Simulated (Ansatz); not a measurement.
# LaGdAl4: the cost of one run

Method: DFT PBEsol, scalar-relativistic, plane waves, PAW, in Ansatz 0.2.0.

3 further runs of the same task are left out: 2 that didn't finish, 1 set aside as unsound or not needed.

## (1) The starting structure

The cell holds 24 atoms (Al16Gd4La4): a = 7.954 Å, b = 7.954 Å, c = 7.954 Å, α = 90.00°, β = 90.00°, γ = 90.00°.

The coordinates of this cell stand in the input of its own run.

The host was relaxed before at PBEsol: a = 8.046 Å, b = 8.046 Å, c = 8.046 Å, α = 90.00°, β = 90.00°, γ = 90.00° (conventional cell), 21.704 Å³/atom.

Places, in fractions of the supercell: La in place of Gd at (0.250, 0.250, 0.250); Gd in place of La at (0.500, 1.000, 0.500). Its neighbours start displaced at random, with a spread of 0.03 Å in each coordinate.

## (2) The perfect crystal in the supercell of 24 atoms

The input, input.yaml:

```yaml
crystal:
  lattice:
    - [7.9540687409, 0.0, 0.0]
    - [0.0, -7.9540687409, 0.0]
    - [0.0, 0.0, -7.9540687409]
  atoms:
    - { symbol: Al, position: [0.375066579, 0.875066579, 0.124933421] }
    - { symbol: Al, position: [0.875066579, 0.375066579, 0.124933421] }
    - { symbol: Al, position: [0.875066579, 0.875066579, 0.624933421] }
    - { symbol: Al, position: [0.375066579, 0.375066579, 0.624933421] }
    - { symbol: Al, position: [0.375066579, 0.124933421, 0.875066579] }
    - { symbol: Al, position: [0.875066579, 0.624933421, 0.875066579] }
    - { symbol: Al, position: [0.875066579, 0.124933421, 0.375066579] }
    - { symbol: Al, position: [0.375066579, 0.624933421, 0.375066579] }
    - { symbol: Al, position: [0.624933421, 0.875066579, 0.875066579] }
    - { symbol: Al, position: [0.124933421, 0.375066579, 0.875066579] }
    - { symbol: Al, position: [0.124933421, 0.875066579, 0.375066579] }
    - { symbol: Al, position: [0.624933421, 0.375066579, 0.375066579] }
    - { symbol: Al, position: [0.624933421, 0.124933421, 0.124933421] }
    - { symbol: Al, position: [0.124933421, 0.624933421, 0.124933421] }
    - { symbol: Al, position: [0.124933421, 0.124933421, 0.624933421] }
    - { symbol: Al, position: [0.624933421, 0.624933421, 0.624933421] }
    - { symbol: Gd, position: [0.25, 0.25, 0.25], spin: 7.84 }
    - { symbol: Gd, position: [0.75, 0.75, 0.25], spin: 7.84 }
    - { symbol: Gd, position: [0.75, 0.25, 0.75], spin: 7.84 }
    - { symbol: Gd, position: [0.25, 0.75, 0.75], spin: 7.84 }
    - { symbol: La, position: [0.5, 1.0, 0.5] }
    - { symbol: La, position: [0.0, 0.5, 0.5] }
    - { symbol: La, position: [0.0, 1.0, 0.0] }
    - { symbol: La, position: [0.5, 0.5, 0.0] }
basis:
  ecutwfc: 420
  xc_grid: 2
kpoints:
  mp_grid: { grid: [3, 3, 3], shift: [0.0, 0.0, 0.0] }
hamiltonian:
  xc: pbesol
scf:
  occupations: { method: gaussian, width: 0.05 }
  lower_state_search: "off"
output:
  forces: true
  stress: true
  eigenvalues: true
  populations: true
  hubbard: { sites: [{ species: Gd, l: f }] }
magnetization:
  spin_polarized: true
```

Run with:

```console
ansatz run input.yaml --threads 8 --pin off --max-ram 14336MiB --backend cpu --events-out ev --progress --plain --runs-dir out
```

**Question.** How long does this run take on 8 threads of Intel Xeon Platinum 8259CL at 2.50GHz (Skylake/Cascade Lake), shared host, and how much memory does it need?

About 23 s, with a peak of 2.4 GiB.
